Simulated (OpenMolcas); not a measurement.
**Sc²⁺: RASSCF and RASPT2 terms and fine-structure levels**

Aim: the low terms and levels of Sc²⁺, with their order and spacing, then second-order correlation.

Program: OpenMolcas 26.06. Level of theory: state-averaged RASSCF and RASPT2, spin-orbit coupling by RASSI with atomic mean-field integrals. These are calculated values, not measurements, unless marked.

### 1 The system

```
Species                           : Sc²⁺ (scandium, Z = 21, 19 electrons)
Basis                             : ANO-RCC-VDZP [5s4p2d1f], 34 functions
Scalar Hamiltonian                : DKH2, point nucleus
Inactive shells                   : 1s 2s 2p 3s 3p
Active space                      : 1 electron in 9 orbitals (RAS2 3d 4s; RAS3 4p, at most 1 electrons)
Some configurations of this space : 4p, 4s, 3d
Orbitals                          : optimised for the ground-state spin in each parity, averaged over the low roots
```

Outer shells as boxes (Hund's rule):

4p
```
4p [↑ ][  ][  ]
```

4s
```
4s [↑ ]
```

3d
```
3d [↑ ][  ][  ][  ][  ]
```

Each step is its own input file, run in one work folder so that later steps find the files of earlier ones. Labels, J, g values, rates, χT and fits are worked out afterwards by a script from the matrices that RASSI stores.

### 2 One- and two-electron integrals

a.inp

```
&GATEWAY
Coord
1

Sc 0.0 0.0 0.0
Basis=ANO-RCC-VDZP
Group=XYZ
NoMove
AngMom=0.0 0.0 0.0
AMFI
&SEWARD
```

Run with:

```sh
$ OMP_NUM_THREADS=1 MOLCAS_MEM=1689 MOLCAS_PROJECT=a pymolcas a.inp > a.log
```

### 3 A small preliminary run for start orbitals

a.inp

```
&RASSCF
FileOrb=start.orb
Symmetry=1
Spin=2
nActEl=1 0 0
Inactive=3 6
Ras2=6 0
CIRoot=6 6 1
SDav=6
CIMx=300
Iter=120 100
PrWF=0.3
OrbListing=Nothing
MaxOrb=0
Atom
>>> COPY $Project.JobIph JOBPRE
```

### 4 RASSCF: doublets of even parity, 6 roots

a.inp

```
&RASSCF
FileOrb=start.orb
Symmetry=1
Spin=2
nActEl=1 0 1
Inactive=3 6
Ras2=6 0
Ras3=0 3
CIRoot=6 6 1
SDav=6
CIMx=300
Iter=120 100
PrWF=0.3
OrbListing=Nothing
MaxOrb=0
Thrs=2.0e-7 1.0e-1 5.0e-4
Atom
>>> COPY $Project.JobIph JOB001
```

### 5 Reference wave functions, doublets of odd parity, 3 roots

a.inp

```
&RASSCF
FileOrb=start.orb
Symmetry=2
Spin=2
nActEl=1 0 1
Inactive=3 6
Ras2=6 0
Ras3=0 3
CIRoot=3 3 1
SDav=3
CIMx=300
Iter=120 100
PrWF=0.3
OrbListing=Nothing
MaxOrb=0
Thrs=2.0e-7 1.0e-1 5.0e-4
Atom
>>> COPY $Project.JobIph JOB002
```

### 6 State interaction with spin-orbit coupling

a.inp

```
&RASSI
NrOfJobIphs=2 6 3
1 2 3 4 5 6
1 2 3
IphNames
JOB001
JOB002
EJob
SpinOrbit
DIPRint=1.0
SOCoupling=1000.0
Subsets=2
MEES
Property=10
'ANGMOM' 1 'ANGMOM' 2 'ANGMOM' 3 'MLTPL  1' 1 'MLTPL  1' 2 'MLTPL  1' 3
'AMFI' 1 'AMFI' 2 'AMFI' 3 'MLTPL  2' 6
SOProperty=3
'ANGMOM' 1 'ANGMOM' 2 'ANGMOM' 3
```

### 7 CASPT2: IPEA 0.25, imaginary shift 0.1 (closed shells correlated: 3s 3p)

a.inp

```
>>> COPY JOB001 $Project.JobIph
&CASPT2
Multistate=6 1 2 3 4 5 6
Frozen=2 3
IPEA=0.25
Imaginary=0.1
MaxIter=60
WThr=0.0 0.3 0.05
PrWF=0.5
NoMix
>>> COPY JOB002 $Project.JobIph
&CASPT2
Multistate=3 1 2 3
Frozen=2 3
IPEA=0.25
Imaginary=0.1
MaxIter=60
WThr=0.0 0.3 0.05
PrWF=0.5
NoMix
```

(Steps that only read results are left out.)

Before running it: what results should come out? Wanted: lowest level; first excited level; lowest level of another term; spin-orbit lowering of the lowest level; strongest of the lines computed, by gA, at SS-RASPT2 energies.

**Answer**, as computed:

```
                                                     quantity                                                                        value
                                                       method  SS-RASPT2, IPEA 0.25, imaginary shift 0.1 (closed shells correlated: 3s 3p)
                                                 lowest level                                     3d 2D 3/2, 100 % of that term, g = 0.800
                                  ground level listed by NIST                                                                        2D3/2
                                          first excited level                                                        3d 2D 5/2 at 195 cm-1
                                 lowest level of another term                                                      4s 2S 1/2 at 23720 cm-1
                      spin-orbit lowering of the lowest level                                                                     117 cm-1
strongest of the lines computed, by gA, at SS-RASPT2 energies                           4p 2P* 3/2 → 3d 2D 5/2, 162.4 nm, A = 5.39e+08 s⁻¹
```

Cost and accuracy by method:

```
                                              method  time of its own steps  time with the reference  mean absolute difference from the measured levels (cm-1)
                                           A. RASSCF                  7.9 s                    7.9 s                                                       210
B. SS-RASPT2, IPEA 0.25, imaginary shift 0.1, +3s 3p                    2 s                    9.9 s                                                       910
```

Times are of one thread on a shared host.

The multiplet 2D is regular. Method A lies closest to the measured levels (210 cm⁻¹ on average) and B farthest (910). Only the configurations of the active space and the roots asked for are present. Configurations with different d counts are hard to place against each other, and can be off by thousands to tens of thousands of cm-1. Only valence configurations of the active space appear, up to the ionisation limit; * or ° marks odd parity.
